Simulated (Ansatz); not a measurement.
Turn this script for the Ansatz DFT code, driven from Python into the input file that the command-line program reads.

`deck_c2h6bnos.py`:
```python
import ansatz


def main() -> None:
    deck = {
        "crystal": {
            "periodic": [False, False, False],
            "atoms": [
                {"symbol": "B", "position_ang": [0.8185, -1.5627, -0.7205]},
                {"symbol": "C", "position_ang": [0.3709, -0.2296, 0.0798]},
                {"symbol": "N", "position_ang": [1.0091, 0.0063, 1.3163]},
                {"symbol": "C", "position_ang": [-0.4857, 0.6342, -0.3938]},
                {"symbol": "O", "position_ang": [-1.1903, 0.3645, -1.625]},
                {"symbol": "S", "position_ang": [-1.0357, 2.1219, 0.5082]},
                {"symbol": "H", "position_ang": [0.2882, -1.7696, -1.7645]},
                {"symbol": "H", "position_ang": [1.6287, -2.2379, -0.3151]},
                {"symbol": "H", "position_ang": [0.844, 0.8489, 1.9749]},
                {"symbol": "H", "position_ang": [1.7657, -0.6652, 1.7]},
                {"symbol": "H", "position_ang": [-1.906, 1.0038, -1.9486]},
                {"symbol": "H", "position_ang": [-2.0303, 1.4301, 1.2224]},
            ],
        },
        "basis": {"gaussian": {"orbitals": "def2-SVP"}},
        "hamiltonian": {"xc": "pbe0"},
    }
    session = ansatz.Session.from_dict(deck)
    rep = session.plan(threads=1).execute().report

    print(f"E = {rep['free_energy_ev']:.6f} eV = {rep['free_energy_ev'] / 27.211386246:.7f} Ha")
    print("converged:", rep["converged"], " doubts:", rep["published_state_doubts"] or "none")
    symbols = ["B", "C", "N", "C", "O", "S", "H", "H", "H", "H", "H", "H"]
    state = rep["mean_field"]["state"]
    print(f"mean field: {state['energy']['hartree']:.7f} Ha, <S^2> = {abs(state['spin_squared']):.4f}, stability: {state.get('stability', {}).get('kind')}")


if __name__ == "__main__":
    main()
```

`python deck_c2h6bnos.py` gives:
```text
E = -17198.885198 eV = -632.0473732 Ha
converged: True  doubts: none
mean field: -632.0473732 Ha, <S^2> = 0.0000, stability: minimum
```

`input.yaml`:
```yaml
crystal:
  periodic: [false, false, false]
  atoms:
    - { symbol: B, position_ang: [0.8185, -1.5627, -0.7205] }
    - { symbol: C, position_ang: [0.3709, -0.2296, 0.0798] }
    - { symbol: "N", position_ang: [1.0091, 0.0063, 1.3163] }
    - { symbol: C, position_ang: [-0.4857, 0.6342, -0.3938] }
    - { symbol: O, position_ang: [-1.1903, 0.3645, -1.625] }
    - { symbol: S, position_ang: [-1.0357, 2.1219, 0.5082] }
    - { symbol: H, position_ang: [0.2882, -1.7696, -1.7645] }
    - { symbol: H, position_ang: [1.6287, -2.2379, -0.3151] }
    - { symbol: H, position_ang: [0.844, 0.8489, 1.9749] }
    - { symbol: H, position_ang: [1.7657, -0.6652, 1.7] }
    - { symbol: H, position_ang: [-1.906, 1.0038, -1.9486] }
    - { symbol: H, position_ang: [-2.0303, 1.4301, 1.2224] }
basis:
  gaussian: { orbitals: def2-SVP }
hamiltonian:
  xc: pbe0
```

Launched from the shell:
```console
$ ansatz run input.yaml --threads 1 --pin off --max-ram 4096MiB --backend cpu --events-out ev --progress --plain --runs-dir out
Engine: ansatz 0.2.0, aarch64-unknown-linux-gnu
Functional definition: PBE0
  parameter a = 0.25
  parameter kappa = 0.804
  parameter beta = 0.06672455060314922
  exchange = (1 - a)*pbe_x(kappa = kappa, mu = beta*pi^2/3) + a*exact_x
  correlation = pbe_c(beta = beta)
1341 factors; their error is unknown
mean field evaluation 1: about -17192.2629 eV, gradient 5.4e1 eV
mean field evaluation 2: about -17181.2604 eV, gradient 8.5e1 eV
mean field evaluation 4: about -17198.6714 eV, gradient 8.6e0 eV
mean field evaluation 8: about -17198.8420 eV, gradient 1.7e-1 eV
mean field evaluation 16: about -17198.8852 eV, gradient 3.3e-4 eV
mean field -17198.88517000 eV, -632.0473721743 hartree, gradient 1.5e-5 eV, S^2 0.000000; 0 other end points of the search recorded, 0 dependent functions left out
reference -17198.88519762 eV, -632.0473731896 hartree; 27, 27 occupied and 91, 91 virtual orbitals, 1341 factors
Total energy: -17198.88519762 eV, -632.0473731896 hartree
```

Reading the output:
- Total energies depend on the basis set; only differences at equal settings carry meaning.
- The geometry is a force-field or estimated start, not a minimum of this method, and the basis set is short of its limit.
- Timing: 4.1 s on 1 thread of Arm Neoverse V2 (shared host), peak memory 0.27 GiB.

(Lines on the test bed's own set-up are left out of the output.)
